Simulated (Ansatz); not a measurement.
# Mg2TeS: a single-point run

Wanted: a converged single-point run for Mg2TeS, and a check of what comes out. The structure is shown as the input types it. The cell is built on a prototype (ordering on rocksalt) and needn't be the phase found in nature.

Method: density functional or hybrid calculation with the settings of its input, plane waves (as first typed), in Ansatz 0.2.0.

4 further runs of the same task are left out: 4 that didn't finish.

**1. The system as given**

It takes space group R-3m (No. 166, trigonal). Conventional cell: a = 3.948 Å, b = 3.948 Å, c = 19.403 Å, α = 90.00°, β = 90.00°, γ = 120.00°. S (site symmetry -3m) is surrounded by 6 Mg at 2.70 Å. Te (site symmetry -3m) has 6 Mg at 2.90 Å as nearest neighbours. Mg (site symmetry 3m) has 3 S at 2.70 Å and 3 Te at 2.90 Å as nearest neighbours.

Coordinates:

```
S Te Mg
1.0
     1.97411    1.13975    6.46765
    -1.97411    1.13975    6.46765
     0.00000   -2.27951    6.46765
S Te Mg
1 1 2
Direct
  0.00000 0.00000 0.00000
  0.50000 0.50000 0.50000
  0.25865 0.25865 0.25865
  0.74135 0.74135 0.74135
```

**2. Input and run**

Input file input.yaml:

```yaml
crystal:
  lattice:
    - [1.9741106305, 1.139753304, 6.4676540055]
    - [-1.9741106305, 1.139753304, 6.4676540055]
    - [0.0, -2.2795066078, 6.4676540055]
  atoms:
    - { symbol: S, position: [1.0, 0.0, 0.0] }
    - { symbol: Te, position: [0.5, 0.5, 0.5] }
    - { symbol: Mg, position: [0.2586497307, 0.2586497307, 0.2586497307] }
    - { symbol: Mg, position: [0.7413502693, 0.7413502693, 0.7413502693] }
kpoints:
  mp_grid: { grid: [1, 1, 1] }
hamiltonian:
  xc: r2scan
scf:
  occupations: { method: fixed }
  n_extra_bands: 5
output:
  forces: true
  stress: true
  eigenvalues: true
```

The run is started by

```bash
ansatz run input.yaml --threads 4 --pin off --max-ram 3686MiB --backend cpu --events-out ev --progress --plain --runs-dir out
```

What happens when this is run?

The run converged and reported no error. It gives a pressure of 26 GPa, which is large; a structure far from rest gives such values too, whatever the setting.

In the input, kpoints.mp_grid.grid is [1, 1, 1]. The zone is sampled at a single point, which suits only large cells or molecules.

Run again and compare: set kpoints.mp_grid.grid to [6, 6, 6].
